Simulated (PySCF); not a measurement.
# CH6Pb (Pb(CH3)(H)3): the cost of one run

Method: TPSS, Pb def2-SVP with ECP60, C def2-SVP, H def2-SVP; scalar-relativistic core potentials, no spin–orbit coupling; program: PySCF 2.14.0.

5 further runs of the same task are left out: 2 for a known fault of the program, 2 that didn't finish, 1 set aside as unsound or not needed.

## Step 1: Starting geometry

8 atoms, charge 0, spin multiplicity 1.

Bond lengths: Pb1–C2 2.260 Å, Pb1–H6 1.780 Å, Pb1–H7 1.780 Å, Pb1–H8 1.780 Å, C2–H3 1.101 Å, C2–H4 1.101 Å, C2–H5 1.101 Å. Angles: C2–Pb1–H6 110.3°, C2–Pb1–H7 110.3°, C2–Pb1–H8 110.3°, H6–Pb1–H7 108.6°, H6–Pb1–H8 108.6°, H7–Pb1–H8 108.6°, Pb1–C2–H3 108.7°, Pb1–C2–H4 108.7°, Pb1–C2–H5 108.7°, H3–C2–H4 110.3°, H3–C2–H5 110.3°, H4–C2–H5 110.3°.

Geometry (Å):

```
Pb   -0.1057   -0.1057   -0.1057
C     1.1991    1.1991    1.1991
H     1.8283    1.8283    0.5508
H     0.5508    1.8283    1.8283
H     1.8283    0.5508    1.8283
H    -1.1439   -1.1439    0.9003
H     0.9003   -1.1439   -1.1439
H    -1.1439    0.9003   -1.1439
```

Formal oxidation states: Pb +4. An earlier session relaxed this geometry at TPSS, Pb def2-SVP with ECP60, C def2-SVP, H def2-SVP (singlet, point group C3v).

Its energy there is -234.436538 Eh.

## Step 2: Multiplicity 3 at the relaxed geometry

Input file run.py (the lines that set the calculation):

```python
mol = gto.M(atom='''
Pb    -0.10575    -0.10575    -0.10575
C      1.19912     1.19912     1.19912
H      1.82826     1.82826     0.55081
H      0.55081     1.82826     1.82826
H      1.82826     0.55081     1.82826
H     -1.14394    -1.14394     0.90026
H      0.90026    -1.14394    -1.14394
H     -1.14394     0.90026    -1.14394''',
    basis={'Pb': 'def2-SVP', 'C': 'def2-SVP', 'H': 'def2-SVP'},
    ecp={'Pb': 'def2-SVP'},
    charge=0, spin=2)
mf = dft.UKS(mol, xc='TPSS')
mf.grids.atom_grid = (50, 194)
mf = mf.density_fit()  # fitting sets: Pb def2-universal-JKFIT, C def2-universal-JKFIT, H def2-universal-JKFIT
mf.conv_tol = 1e-08; mf.max_cycle = 55
mf.kernel(dm0)  # dm0: free metal ions and neutral atoms
```

Started as:

```console
OMP_NUM_THREADS=2 python run.py
```

**Question.** How long does this run take on 2 threads of Intel Xeon Platinum 8488C (Sapphire Rapids), shared host?

About 8.4 s.
